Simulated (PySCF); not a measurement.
# GePH₅: electronic excitations at several levels of theory, part 2 of 2

PySCF 2.14.0. Atoms count from 0. Earlier steps stand in the parts before.

## (7) TDDFT and polarisability: LC-wPBE/def2-SVPD

The job: settings as JSON, then the geometry in Å.

```
{"job": {"kind": "uv", "xc": "LC-wPBE", "basis": "def2-SVPD", "ip": true}, "charge": 0, "multiplicity": 1}
P      1.425135    -0.043541     0.813423
Ge    -0.673857     0.233292    -0.153490
H      2.095712     0.682439    -0.219027
H      1.652426    -1.305850     0.183831
H     -1.665287    -0.687051     0.580214
H     -1.102320     1.697177     0.052032
H     -0.693420    -0.095612    -1.658203
```

Method: TDDFT LC-wPBE/def2-SVPD, vertical, gas phase, core orbitals frozen in the response.

The program printed:

```text
coarse grid: 26192 points
cycle   1  E = -2420.5850910389  dE = -8.725e-01  |g| = 4.203e-01  |ddm| = 2.494e+00
cycle   2  E = -2420.5980664318  dE = -1.298e-02  |g| = 3.871e-01  |ddm| = 4.996e-01
cycle   3  E = -2420.6122925054  dE = -1.423e-02  |g| = 2.296e-02  |ddm| = 2.589e-01
cycle   4  E = -2420.6125924081  dE = -2.999e-04  |g| = 7.262e-03  |ddm| = 8.961e-02
cycle   5  E = -2420.6126276133  dE = -3.521e-05  |g| = 1.657e-03  |ddm| = 2.554e-02
cycle   6  E = -2420.6126299633  dE = -2.350e-06  |g| = 4.780e-04  |ddm| = 5.969e-03
final grid: 51824 points
cycle   7  E = -2420.6126161487  dE = -1.395e-07  |g| = 2.103e-04  |ddm| = 1.596e-03
cycle   8  E = -2420.6126161789  dE = -3.018e-08  |g| = 9.206e-05  |ddm| = 6.324e-04
cycle   9  E = -2420.6126161849  dE = -5.943e-09  |g| = 4.781e-05  |ddm| = 2.529e-04
cycle  10  E = -2420.6126161866  dE = -1.700e-09  |g| = 1.658e-05  |ddm| = 1.604e-04
cycle  11  E = -2420.6126161866  dE = -5.730e-11  |g| = 1.604e-06  |ddm| = 2.570e-05
converged SCF energy = -2420.6126161866

Static polarisability (au): isotropic 60.927, principal 54.113 54.132 74.536

Singlet excitations
state   eV       nm        f      main configurations
  1   6.8639    180.6   0.01641   H->L+2 0.83, H->L+4 0.12
  2   6.9639    178.0   0.18092   H->L 0.72, H->L+5 0.14
  3   7.1932    172.4   0.14890   H->L+1 0.89
  4   8.1424    152.3   0.01676   H->L+3 0.64, H-1->L 0.20
  5   8.1761    151.6   0.00580   H->L+4 0.74, H->L+2 0.09
  6   8.3708    148.1   0.19776   H-1->L 0.51, H->L+3 0.18, H->L+5 0.08
  7   8.6906    142.7   0.07200   H-1->L+2 0.42, H-2->L 0.19, H-2->L+1 0.17
  8   8.7102    142.3   0.20055   H-1->L+1 0.83
  9   8.9599    138.4   0.10591   H->L+5 0.49, H-3->L 0.14, H-1->L 0.09
 10   8.9761    138.1   0.01182   H-2->L 0.45, H-1->L+2 0.32

Triplet excitations (Tamm-Dancoff, eV): 5.4998 5.7483 6.7135 7.3069
Vertical ionisation energy (delta-SCF) = 9.7702 eV
```

Wall time 17 s (1 thread of Arm Neoverse V2, shared host); peak memory 0.45 GiB.

This run: HOMO -10.13 eV, LUMO 1.58 eV; lowest singlet 6.86 eV.

## (8) Ultraviolet spectrum: PBE0/6-31G*

Same as in step 7 but for these lines:

```diff
@@ -1,2 +1,2 @@
-{"job": {"kind": "uv", "xc": "LC-wPBE", "basis": "def2-SVPD", "ip": true}, "charge": 0, "multiplicity": 1}
+{"job": {"kind": "uv", "xc": "PBE0", "basis": "6-31G*"}, "charge": 0, "multiplicity": 1}
 P      1.425135    -0.043541     0.813423
```

Method: TDDFT PBE0/6-31G*, vertical, gas phase, core orbitals frozen in the response.

The program printed:

```text
coarse grid: 26192 points
cycle   1  E = -2420.6318768489  dE = -7.534e-01  |g| = 3.318e-01  |ddm| = 2.246e+00
cycle   2  E = -2420.6300243217  dE =  1.853e-03  |g| = 3.659e-01  |ddm| = 4.531e-01
cycle   3  E = -2420.6449191099  dE = -1.489e-02  |g| = 1.034e-02  |ddm| = 2.486e-01
cycle   4  E = -2420.6449483607  dE = -2.925e-05  |g| = 5.068e-03  |ddm| = 2.495e-02
cycle   5  E = -2420.6449583128  dE = -9.952e-06  |g| = 7.805e-04  |ddm| = 9.236e-03
final grid: 51824 points
cycle   6  E = -2420.6449469402  dE = -8.155e-08  |g| = 6.575e-04  |ddm| = 2.132e-03
cycle   7  E = -2420.6449469694  dE = -2.921e-08  |g| = 6.074e-04  |ddm| = 1.877e-03
cycle   8  E = -2420.6449471114  dE = -1.420e-07  |g| = 3.129e-05  |ddm| = 9.254e-04
cycle   9  E = -2420.6449471117  dE = -3.070e-10  |g| = 3.394e-06  |ddm| = 4.719e-05
converged SCF energy = -2420.6449471117

Static polarisability (au): isotropic 50.562, principal 42.392 44.363 64.930

Singlet excitations
state   eV       nm        f      main configurations
  1   6.8216    181.8   0.27214   H->L 0.86
  2   6.9871    177.4   0.02915   H->L+1 0.95
  3   7.4182    167.1   0.03193   H->L+2 0.92
  4   8.1494    152.1   0.01158   H->L+3 0.87
  5   8.1692    151.8   0.21154   H-1->L 0.56, H->L+4 0.35
  6   8.4221    147.2   0.02126   H-2->L 0.89, H-1->L+1 0.10
  7   8.5682    144.7   0.23811   H->L+4 0.52, H-1->L 0.23
  8   8.8405    140.2   0.07883   H-1->L+2 0.67, H-3->L 0.13
  9   8.8658    139.8   0.05138   H-1->L+1 0.68, H-2->L 0.09
 10   9.0372    137.2   0.06157   H-3->L 0.69, H-1->L+2 0.15

Triplet excitations (Tamm-Dancoff, eV): 5.4440 5.8114 6.7144 7.1765
```

It took 3.1 s on 1 thread of Arm Neoverse V2, shared host; peak memory 0.45 GiB.

In short: HOMO -7.46 eV, LUMO 0.26 eV; lowest singlet 6.82 eV.

## (9) Excited states and response: PBE0/def2-SVP

Same as in step 8 but for these lines:

```diff
@@ -1,2 +1,2 @@
-{"job": {"kind": "uv", "xc": "PBE0", "basis": "6-31G*"}, "charge": 0, "multiplicity": 1}
+{"job": {"kind": "uv", "xc": "PBE0", "basis": "def2-SVP"}, "charge": 0, "multiplicity": 1}
 P      1.425135    -0.043541     0.813423
```

Method: TDDFT PBE0/def2-SVP, vertical, gas phase, core orbitals frozen in the response.

The program printed:

```text
coarse grid: 26192 points
cycle   1  E = -2420.5728046707  dE = -7.760e-01  |g| = 3.334e-01  |ddm| = 2.302e+00
cycle   2  E = -2420.5703449284  dE =  2.460e-03  |g| = 3.641e-01  |ddm| = 4.838e-01
cycle   3  E = -2420.5860721217  dE = -1.573e-02  |g| = 1.118e-02  |ddm| = 2.692e-01
cycle   4  E = -2420.5861068853  dE = -3.476e-05  |g| = 4.887e-03  |ddm| = 2.493e-02
cycle   5  E = -2420.5861173168  dE = -1.043e-05  |g| = 6.184e-04  |ddm| = 9.203e-03
cycle   6  E = -2420.5861174660  dE = -1.492e-07  |g| = 1.129e-04  |ddm| = 9.721e-04
final grid: 51824 points
cycle   7  E = -2420.5861153824  dE = -7.928e-09  |g| = 8.382e-05  |ddm| = 4.612e-04
cycle   8  E = -2420.5861153830  dE = -5.762e-10  |g| = 8.245e-05  |ddm| = 2.265e-04
cycle   9  E = -2420.5861153849  dE = -1.884e-09  |g| = 9.291e-06  |ddm| = 1.149e-04
cycle  10  E = -2420.5861153849  dE =  2.274e-12  |g| = 1.800e-06  |ddm| = 9.972e-06
converged SCF energy = -2420.5861153849

Static polarisability (au): isotropic 53.185, principal 46.055 47.944 65.556

Singlet excitations
state   eV       nm        f      main configurations
  1   7.0032    177.0   0.01565   H->L+1 0.97
  2   7.1375    173.7   0.19809   H->L 0.70, H->L+2 0.18
  3   7.3233    169.3   0.04196   H->L+2 0.80, H->L 0.16
  4   7.8771    157.4   0.00722   H->L+3 0.93
  5   7.9939    155.1   0.01041   H->L+4 0.89, H-1->L 0.09
  6   8.5928    144.3   0.03298   H-2->L 0.73, H-1->L+1 0.20
  7   8.6147    143.9   0.28278   H-1->L 0.68, H->L+5 0.08
  8   8.7242    142.1   0.02393   H->L+5 0.57, H-1->L+2 0.34
  9   8.7521    141.7   0.09661   H-1->L+2 0.53, H->L+5 0.29, H-3->L 0.12
 10   8.9575    138.4   0.03699   H-1->L+1 0.58, H-2->L 0.19, H-1->L+3 0.09

Triplet excitations (Tamm-Dancoff, eV): 5.5968 5.9314 6.7084 7.3255
```

Run time: 3.7 s. Hardware: 1 thread of Arm Neoverse V2, shared host; peak memory 0.45 GiB.

Key values: HOMO -7.51 eV, LUMO 0.52 eV; lowest singlet 7.00 eV.

## (10) Ultraviolet spectrum: PBE0/def2-TZVP

Same as in step 9 but for these lines:

```diff
@@ -1,2 +1,2 @@
-{"job": {"kind": "uv", "xc": "PBE0", "basis": "def2-SVP"}, "charge": 0, "multiplicity": 1}
+{"job": {"kind": "uv", "xc": "PBE0", "basis": "def2-TZVP"}, "charge": 0, "multiplicity": 1}
 P      1.425135    -0.043541     0.813423
```

Method: TDDFT PBE0/def2-TZVP, vertical, gas phase, core orbitals frozen in the response.

The program printed:

```text
coarse grid: 26192 points
cycle   1  E = -2420.9389461304  dE = -7.492e-01  |g| = 6.189e-01  |ddm| = 1.829e+00
cycle   2  E = -2420.9280071487  dE =  1.094e-02  |g| = 7.155e-01  |ddm| = 5.116e-01
cycle   3  E = -2420.9670454778  dE = -3.904e-02  |g| = 2.440e-02  |ddm| = 3.021e-01
cycle   4  E = -2420.9671509478  dE = -1.055e-04  |g| = 8.626e-03  |ddm| = 2.922e-02
cycle   5  E = -2420.9671753213  dE = -2.437e-05  |g| = 2.117e-03  |ddm| = 1.156e-02
cycle   6  E = -2420.9671768959  dE = -1.575e-06  |g| = 1.428e-04  |ddm| = 2.178e-03
final grid: 51824 points
cycle   7  E = -2420.9671784923  dE = -1.576e-08  |g| = 1.300e-04  |ddm| = 6.884e-04
cycle   8  E = -2420.9671784928  dE = -4.425e-10  |g| = 1.481e-04  |ddm| = 1.726e-04
cycle   9  E = -2420.9671784949  dE = -2.112e-09  |g| = 1.364e-05  |ddm| = 7.153e-05
cycle  10  E = -2420.9671784949  dE = -4.593e-11  |g| = 2.111e-06  |ddm| = 1.276e-05
converged SCF energy = -2420.9671784949

Static polarisability (au): isotropic 60.282, principal 52.559 53.264 75.023

Singlet excitations
state   eV       nm        f      main configurations
  1   6.6175    187.4   0.01528   H->L+1 0.96
  2   6.7030    185.0   0.21468   H->L 0.90
  3   6.8705    180.5   0.05509   H->L+2 0.98
  4   7.6283    162.5   0.00553   H->L+3 0.92
  5   7.6978    161.1   0.01233   H->L+4 0.76, H-1->L 0.21
  6   8.1277    152.5   0.22533   H-1->L 0.59, H->L+4 0.15, H-1->L+2 0.11
  7   8.2558    150.2   0.05683   H-2->L 0.52, H-1->L+1 0.39
  8   8.3423    148.6   0.05039   H->L+5 0.65, H-1->L+2 0.31
  9   8.3601    148.3   0.18425   H-1->L+2 0.51, H->L+5 0.27, H-1->L 0.09
 10   8.4663    146.4   0.00211   H-1->L+1 0.44, H-2->L 0.43

Triplet excitations (Tamm-Dancoff, eV): 5.2878 5.5948 6.4105 6.9874
```

Run time: 6.5 s. Hardware: 1 thread of Arm Neoverse V2, shared host; peak memory 0.47 GiB.

This run: HOMO -7.56 eV, LUMO 0.08 eV; lowest singlet 6.62 eV.

## (11) TDDFT and polarisability: PBE0/aug-cc-pVDZ

Same as in step 10 but for these lines:

```diff
@@ -1,2 +1,2 @@
-{"job": {"kind": "uv", "xc": "PBE0", "basis": "def2-TZVP"}, "charge": 0, "multiplicity": 1}
+{"job": {"kind": "uv", "xc": "PBE0", "basis": "aug-cc-pVDZ"}, "charge": 0, "multiplicity": 1}
 P      1.425135    -0.043541     0.813423
```

Method: TDDFT PBE0/aug-cc-pVDZ, vertical, gas phase, core orbitals frozen in the response.

The program printed:

```text
coarse grid: 26192 points
cycle   1  E = -2420.9189051304  dE = -7.264e-01  |g| = 1.648e-01  |ddm| = 4.617e+00
cycle   2  E = -2420.9203974932  dE = -1.492e-03  |g| = 1.351e-01  |ddm| = 8.302e-01
cycle   3  E = -2420.9256241991  dE = -5.227e-03  |g| = 1.781e-02  |ddm| = 4.108e-01
cycle   4  E = -2420.9257558068  dE = -1.316e-04  |g| = 3.949e-03  |ddm| = 6.818e-02
cycle   5  E = -2420.9257625310  dE = -6.724e-06  |g| = 4.607e-04  |ddm| = 1.243e-02
final grid: 51824 points
cycle   6  E = -2420.9257702203  dE = -6.685e-08  |g| = 3.236e-04  |ddm| = 4.261e-03
cycle   7  E = -2420.9257702331  dE = -1.281e-08  |g| = 2.523e-04  |ddm| = 1.736e-03
cycle   8  E = -2420.9257702562  dE = -2.308e-08  |g| = 3.841e-05  |ddm| = 7.775e-04
cycle   9  E = -2420.9257702567  dE = -4.989e-10  |g| = 2.266e-06  |ddm| = 1.092e-04
converged SCF energy = -2420.9257702567

Static polarisability (au): isotropic 63.964, principal 56.238 56.798 78.855

Singlet excitations
state   eV       nm        f      main configurations
  1   6.1427    201.8   0.02350   H->L 0.51, H->L+1 0.48
  2   6.3376    195.6   0.23367   H->L+1 0.49, H->L 0.45
  3   6.6112    187.5   0.01695   H->L+2 0.86
  4   7.2426    171.2   0.00128   H->L+4 0.43, H->L+3 0.29, H->L+6 0.16
  5   7.3167    169.5   0.00653   H->L+3 0.33, H->L+5 0.31, H->L+4 0.17
  6   7.4829    165.7   0.00650   H->L+5 0.48, H->L+3 0.23, H->L+4 0.16
  7   7.5600    164.0   0.03984   H-1->L 0.65, H->L+5 0.10, H-1->L+1 0.09
  8   7.5605    164.0   0.01121   H->L+6 0.73, H->L+4 0.10
  9   7.6693    161.7   0.13278   H-1->L+1 0.60, H->L+8 0.29
 10   7.7721    159.5   0.02326   H->L+7 0.90

Triplet excitations (Tamm-Dancoff, eV): 5.2586 5.6799 5.8828 6.8489
```

Run time: 6.3 s. Hardware: 1 thread of Arm Neoverse V2, shared host; peak memory 0.47 GiB.

This run: HOMO -7.56 eV, LUMO -0.38 eV; lowest singlet 6.14 eV.

## (12) Side by side: electronic excitations

Excitations and ground-state properties, with basis size and wall time:

```csv
run,lowest singlet (eV),brightest (eV),f,gap (eV),α (Å³),μ (D),functions,time
B3LYP/def2-SVPD,6.20,8.02,0.251,6.89,9.38,0.60,102,10 s
PBE0/def2-SVPD,6.41,8.21,0.225,7.38,9.29,0.69,102,10 s
BHandHLYP/def2-SVPD,6.65,6.86,0.276,8.97,9.11,0.65,102,9.8 s
CAM-B3LYP/def2-SVPD,6.52,6.70,0.243,9.37,9.26,0.66,102,12 s
wB97X-D/def2-SVPD,6.69,6.84,0.222,10.72,9.25,0.74,102,12 s
LC-wPBE/def2-SVPD,6.86,8.71,0.201,11.71,9.03,0.80,102,17 s
PBE0/6-31G*,6.82,6.82,0.272,7.72,7.49,0.98,60,3.1 s
PBE0/def2-SVP,7.00,8.61,0.283,8.04,7.88,0.86,75,3.7 s
PBE0/def2-TZVP,6.62,8.13,0.225,7.64,8.93,0.69,115,6.5 s
PBE0/aug-cc-pVDZ,6.14,6.34,0.234,7.18,9.48,0.72,108,6.3 s
```

## (13) Outcome

What follows sums up all 2 parts.

| quantity | value |
| --- | --- |
| lowest singlet (B3LYP/def2-SVPD) | 6.20 eV (200 nm), f = 0.054 |
| brightest single state of those computed | state 9, 8.02 eV, f = 0.251 |
| lowest triplet | 5.24 eV |
| vertical ionisation energy (ΔSCF) | 9.73 eV |
| range of the lowest singlet | 6.14 to 7.00 eV |

Single values in the summary come from the first run of each kind that ended normally (B3LYP/def2-SVPD), which need not be the best level. The first singlet state (HOMO→LUMO 0.80, HOMO→LUMO+1 0.17) lies at 6.20 eV and is bright; of the 10 states computed, the strongest absorption comes from state 9 at 8.02 eV. The lowest triplet lies 0.96 eV below the lowest singlet (triplets in Tamm-Dancoff, singlets in full TDDFT). ΔSCF puts the ionisation energy at 9.73 eV, 2.39 eV above −ε(HOMO). The lowest singlet runs from 6.14 eV (PBE0/aug-cc-pVDZ) to 7.00 eV (PBE0/def2-SVP), while the orbital gap spans 6.89 to 11.71 eV. The lowest state need not be the same one in every run. The runs solved for a few states only, so the brightest column depends on that window.
